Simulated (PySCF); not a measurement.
Molecule: NCAlCl2, in a box.

```
N C Al Cl
1.0
    13.00000    0.00000    0.00000
     0.00000   13.00000    0.00000
     0.00000    0.00000   12.00000
N C Al Cl
1 1 1 2
Direct
  0.63435 0.35646 0.61093
  0.58271 0.40844 0.55681
  0.49728 0.49478 0.46701
  0.36765 0.43229 0.39473
  0.53840 0.64677 0.44622
```

Base run:

* Program: PySCF 2.14.0
* Functional: M06
* Dispersion: D3
* Potentials or basis: 6-31g* (all-electron)
* k mesh: 1 × 1 × 1
* Occupations: fixed
* Spin: no spin polarisation

Its results: gap between the frontier levels 7.38 eV.

Problem. The run is repeated on the same cell with these changes: functional from M06 to B3PW91. What comes out?

Solution. Gap between the frontier levels 7.11 eV.

Caveats: this is a molecule in a periodic box at the Γ point, so its band gap is the HOMO-LUMO gap; the basis of atomic orbitals isn't converged, which shifts pressures, moduli and gaps.

